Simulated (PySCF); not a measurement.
# C2H6Ge2N4: electronic excitations

Aim: predict the electronic excitations of C2H6Ge2N4 (`N#[C][GeH]([C]#N)[NH][GeH2][NH2]`).

Computed with PySCF 2.14.0, with density-fitted response routines of our own, on a single molecule in the gas phase. Atoms count from 0, in the outputs and in this text.

**1. The molecule as given**

14 atoms, charge 0, multiplicity 1; geometry from: GFN2-xTB.

Bonds of the start (Å): N0–C1 1.14, C1–Ge2 1.93, Ge2–C3 1.94, C3–N4 1.14, Ge2–N5 1.79, N5–Ge6 1.83, Ge6–N7 1.80, Ge2–H8 1.50, N5–H9 1.01, Ge6–H10 1.51, Ge6–H11 1.50, N7–H12 1.01, N7–H13 1.01.

**2. TDDFT and polarisability: PBE0/def2-SVPD**

The job: settings as JSON, then the geometry in Å.

```
{"job": {"kind": "uv", "xc": "PBE0", "basis": "def2-SVPD", "nstates": 8, "ntriplets": 3}, "charge": 0, "multiplicity": 1}
N     -4.097509     0.902980    -0.618523
C     -3.080804     0.455541    -0.345522
Ge    -1.357829    -0.279421     0.099505
C     -1.176784    -0.000309     2.005980
N     -1.015067     0.183739     3.123929
N     -0.125029     0.631883    -0.834036
Ge     1.614529     0.106150    -1.043989
N      2.008848    -0.762772     0.486039
H     -1.287988    -1.751954    -0.171898
H     -0.344838     1.586365    -1.074124
H      2.370968     1.365920    -1.402422
H      1.713262    -0.927404    -2.126703
H      2.888713    -1.257660     0.527214
H      1.888850    -0.253531     1.352384
```

Method: TDDFT PBE0/def2-SVPD, vertical, gas phase, core orbitals frozen in the response.

Launch:

```console
> OMP_NUM_THREADS=1 python probes_run.py task.json out
```

The driver reads the jobs from task.json and runs them one after another.

The log of the run:

```text
coarse grid: 60504 points
cycle   1  E = -4451.0902872891  dE = -3.183e-01  |g| = 8.958e-01  |ddm| = 5.333e+00
cycle   2  E = -4450.7166112977  dE =  3.737e-01  |g| = 1.591e+00  |ddm| = 2.975e+00
cycle   3  E = -4451.2139198568  dE = -4.973e-01  |g| = 3.628e-01  |ddm| = 1.917e+00
cycle   4  E = -4451.2396217473  dE = -2.570e-02  |g| = 6.581e-02  |ddm| = 3.486e-01
cycle   5  E = -4451.2403856996  dE = -7.640e-04  |g| = 3.349e-02  |ddm| = 1.090e-01
cycle   6  E = -4451.2406230369  dE = -2.373e-04  |g| = 3.947e-03  |ddm| = 3.525e-02
cycle   7  E = -4451.2406257991  dE = -2.762e-06  |g| = 1.947e-03  |ddm| = 6.456e-03
final grid: 124696 points
cycle   8  E = -4451.2406092096  dE =  1.460e-06  |g| = 3.240e-03  |ddm| = 8.430e-03
cycle   9  E = -4451.2406046907  dE =  4.519e-06  |g| = 5.525e-03  |ddm| = 9.650e-03
cycle  10  E = -4451.2406115601  dE = -6.869e-06  |g| = 2.335e-04  |ddm| = 6.097e-03
cycle  11  E = -4451.2406115715  dE = -1.137e-08  |g| = 4.932e-05  |ddm| = 2.575e-04
cycle  12  E = -4451.2406115720  dE = -4.793e-10  |g| = 1.340e-05  |ddm| = 5.608e-05
converged SCF energy = -4451.2406115720

Static polarisability (au): isotropic 99.731, principal 81.343 102.464 115.386

Singlet excitations
state   eV       nm        f      main configurations
  1   5.6508    219.4   0.01550   H->L 0.61, H-1->L 0.38
  2   5.9793    207.4   0.01984   H-1->L 0.60, H->L 0.38
  3   6.2278    199.1   0.02290   H->L+1 0.73, H-1->L+1 0.21
  4   6.4043    193.6   0.00635   H-1->L+1 0.60, H->L+2 0.19, H->L+1 0.09
  5   6.5943    188.0   0.00504   H->L+3 0.34, H->L+2 0.31, H->L+1 0.15
  6   6.7837    182.8   0.01014   H->L+3 0.43, H->L+2 0.30, H-1->L+2 0.15
  7   6.9382    178.7   0.01560   H-1->L+2 0.54, H-1->L+3 0.30
  8   7.0706    175.4   0.03121   H-1->L+3 0.56, H-1->L+2 0.17, H->L+2 0.10

Triplet excitations (Tamm-Dancoff, eV): 5.3089 5.7965 5.9708
```

It took 3.1 min on 1 thread of Intel Xeon at 2.50GHz, shared host; peak memory 0.99 GiB.

The orbitals next to the gap, with their largest atomic shares:

```tsv
orbital	eV	atoms
HOMO−3	-10.18	N4 34 %, C3 26 %, N0 21 %
HOMO−2	-10.15	N4 30 %, C3 22 %, N0 14 %
HOMO−1	-8.35	N5 46 %, N7 22 %, Ge6 9 %
HOMO	-8.05	N7 45 %, N5 15 %, Ge6 13 %
LUMO	-1.30	Ge2 23 %, C1 14 %, N0 14 %
LUMO+1	-0.82	Ge2 21 %, C1 19 %, N0 19 %
LUMO+2	-0.25	Ge2 21 %, C1 13 %, Ge6 11 %
```

With each of the 8 states as a Gaussian band of 0.4 eV half-width at 1/e, the curve within the window shown has maxima at 202 nm (ε 2,000), 178 nm (ε 2,300) L/(mol cm). Beyond the last state computed it falls off for lack of states. The curve at chosen wavelengths:

```json
{"nm": "168", "ε (L/mol/cm)": "970"}
{"nm": "171", "ε (L/mol/cm)": "1539"}
{"nm": "174", "ε (L/mol/cm)": "2024"}
{"nm": "177", "ε (L/mol/cm)": "2276"}
{"nm": "180", "ε (L/mol/cm)": "2268"}
{"nm": "183", "ε (L/mol/cm)": "2096"}
{"nm": "186", "ε (L/mol/cm)": "1904"}
{"nm": "190", "ε (L/mol/cm)": "1779"}
{"nm": "193", "ε (L/mol/cm)": "1805"}
{"nm": "196", "ε (L/mol/cm)": "1883"}
{"nm": "199", "ε (L/mol/cm)": "1955"}
{"nm": "202", "ε (L/mol/cm)": "1978"}
{"nm": "205", "ε (L/mol/cm)": "1935"}
{"nm": "208", "ε (L/mol/cm)": "1830"}
{"nm": "211", "ε (L/mol/cm)": "1681"}
{"nm": "214", "ε (L/mol/cm)": "1502"}
{"nm": "217", "ε (L/mol/cm)": "1307"}
{"nm": "220", "ε (L/mol/cm)": "1107"}
{"nm": "223", "ε (L/mol/cm)": "910"}
{"nm": "227", "ε (L/mol/cm)": "665"}
{"nm": "230", "ε (L/mol/cm)": "505"}
{"nm": "233", "ε (L/mol/cm)": "369"}
{"nm": "236", "ε (L/mol/cm)": "260"}
{"nm": "239", "ε (L/mol/cm)": "176"}
{"nm": "242", "ε (L/mol/cm)": "115"}
{"nm": "245", "ε (L/mol/cm)": "73"}
```

Leading natural transition orbitals of singlet state 8: the hole lies on N7 49 %; N5 22 %; H12, H13 about 6 % each; the particle on H8 18 %; C1, C3 about 14 % each; Ge2 14 %.

Leading natural transition orbitals of singlet state 1: the hole lies on N5 57 %; H9, H11 about 8 % each; N7 8 %; the particle on Ge2 15 %; C1, C3 about 13 % each; N0, N4 about 12 % each.

Further results of this job:

```tsv
property	computed
dipole moment (D)	5.45
polarisability (Å³)	14.78
HOMO–LUMO gap (eV)	6.76
−ε(HOMO) (eV)	8.05
```

The fields below are evaluated on a grid from the run's orbitals.

Frontier orbitals at PBE0/def2-SVPD, with the share of their density that lies nearest to each atom:

```tsv
orbital	energy (eV)	lies on
HOMO	-8.05	N7 45 %; N5 16 %; H10 13 %
LUMO	-1.30	C1, C3 about 14 % each; Ge2 14 %; N0, N4 about 13 % each
```

ELF in a plane through or near 5 of the atoms.

Ten even steps from '0' (0.00) to '9' (0.99):
```
0000000000000000000000000000
0000000000000000000000000000
0000000000000013553000000000
0000000000000047886200000000
0000000000000147776310000000
0000000002420047887310000000
0000000018990067527410000000
0000001349991047567200000000
0000001467750014663001000000
0000000257631342113565321000
0000000132114785116767553100
0000000124557627227558687400
0000000341426767104785598600
0000000144213575101447998500
0000000001100222000124563000
0000000000000000000000000000
0000000000000000000000000000
0000000000000000000000000000
0000000000000000000000000000
0000000000000000000000000000
```
The map spans 13.3 Å across and 10.9 Å up, centred on the molecule. Atoms in the plane (x, y in Å): N0 (4.1, -1.2), C3 (1.4, 1.8), N5 (0.1, -1.0), Ge6 (-1.7, -0.9), H13 (-1.7, 1.5).

On the surface of density 0.002 e/bohr³ the electrostatic potential runs, from the 1st to the 99th percentile, from -1.53 V near N4 to 2.04 V near H9.

**3. What came out**

| quantity | value |
| --- | --- |
| lowest singlet (PBE0/def2-SVPD) | 5.65 eV (219 nm), f = 0.015 |
| brightest single state of those computed | state 8, 7.07 eV, f = 0.031 |
| lowest triplet | 5.31 eV |
| surface potential, 1st and 99th percentile | -1.53 V and 2.04 V |

**Reading.** The lowest singlet, at 5.65 eV, is HOMO→LUMO 0.61, HOMO−1→LUMO 0.38 and is weak; of the 8 states computed, the strongest absorption comes from state 8 at 7.07 eV (the last computed, so partners may be missing). The lowest triplet lies 0.34 eV below the lowest singlet (triplets in Tamm-Dancoff, singlets in full TDDFT). By nearest atom (PBE0/def2-SVPD), the HOMO sits on N7 45 %; N5 16 % and the LUMO on C1, C3 about 14 % each; Ge2 14 %.
